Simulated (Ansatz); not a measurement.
**Ta: biaxial strain in the a-b plane**

One table from this session's results is given with a row withheld; the runs are named, their logs left out.

Program: Ansatz 0.2.0. Level of theory: DFT PBEsol, scalar-relativistic, plane waves, PAW. These are calculated values, not measurements.

2 further runs of the same task are left out: 2 set aside as unsound or not needed.

## Starting point

It takes space group Im-3m (No. 229, cubic). Conventional cell: a = 3.280 Å, b = 3.280 Å, c = 3.280 Å, α = 90.00°, β = 90.00°, γ = 90.00°. Ta (site symmetry m-3m) has 8 Ta at 2.84 Å as nearest neighbours.

As a file:

```cif
data_structure
_symmetry_space_group_name_H-M 'P 1'
_symmetry_Int_Tables_number 1
_cell_length_a 3.2805
_cell_length_b 3.2805
_cell_length_c 3.2805
_cell_angle_alpha 90.000
_cell_angle_beta 90.000
_cell_angle_gamma 90.000
_cell_volume 35.30
loop_
_atom_site_label
_atom_site_type_symbol
_atom_site_fract_x
_atom_site_fract_y
_atom_site_fract_z
_atom_site_occupancy
Ta1 Ta 0.00000 0.00000 0.00000 1
Ta2 Ta 0.50000 0.50000 0.50000 1
```

It goes back to an entry of the Materials Project.

The unstrained cell was computed beforehand with the same settings: E(σ→0) = -19612.9957 eV for 2 atoms, gap none (metal).

The first run:

The input, input.yaml:

```yaml
crystal:
  lattice:
    - [3.2148724451, 0.0, 0.0]
    - [0.0, 3.2148724451, 0.0]
    - [0.0, 0.0, 3.3198478719]
  atoms:
    - { symbol: Ta, position: [0.0, 0.0, 0.0] }
    - { symbol: Ta, position: [0.5, 0.5, 0.5] }
basis:
  ecutwfc: 420
kpoints:
  mp_grid: { grid: [16, 16, 16] }
hamiltonian:
  xc: pbesol
scf:
  occupations: { method: gaussian, width: 0.1 }
output:
  forces: true
  stress: true
  eigenvalues: true
relax:
  adjacent_minimum: "off"
  f_tol: 0.008
  max_steps: 40
  cell: { stress_tol: 0.015, fix: [a, b, gamma] }
```

Command:

```console
$ ansatz run input.yaml --threads 1 --pin off --max-ram 2560MiB --backend cpu --events-out ev --progress --plain --runs-dir out
```

Among the steps run: At -2.0 %; At +2.0 %; The cell strained by -4.0 %; Strain +4.0 %; At -6.0 %; Strain +6.0 %.

One table of the session follows, with a row left open; its other results are not shown here.

Lengths are those of the vectors of the cell that was run; stresses in GPa:

| strain (%) | ΔE (meV/atom) | a (Å) | b (Å) | c (Å) |
| --- | --- | --- | --- | --- |
| -6.0 | 111.6 | 3.084 | 3.084 | 3.569 |
| -4.0 | 48.4 | 3.149 | 3.149 | 3.455 |
| -2.0 | ? | ? | ? | ? |
| +0.0 | 0.0 | 3.280 | 3.280 | 3.280 |
| +2.0 | 10.2 | 3.346 | 3.346 | 3.206 |
| +4.0 | 36.6 | 3.412 | 3.412 | 3.117 |
| +6.0 | 69.3 | 3.477 | 3.477 | 3.037 |

Q: Estimate the row for strain (%) = -2.0 from the others.

Worked estimate for «ΔE (meV/atom)». A straight line through the neighbours (-4.0, 48.4) and (0.0, 0.0) gives 48.4 + (0.0 − 48.4) × (-2.0 + 4.0) / (0.0 + 4.0) = 24.2; a parabola fitted to 4 rows on both sides gives 12.0.

**Answer.** ΔE (meV/atom): 11.5; a (Å): 3.215; b (Å): 3.215; c (Å): 3.364. In «ΔE (meV/atom)» the line misses by +12.7 and the parabola by +0.5.

ΔE is over the unstrained cell. Stress in GPa, positive in compression, on the Cartesian axes of the input. 
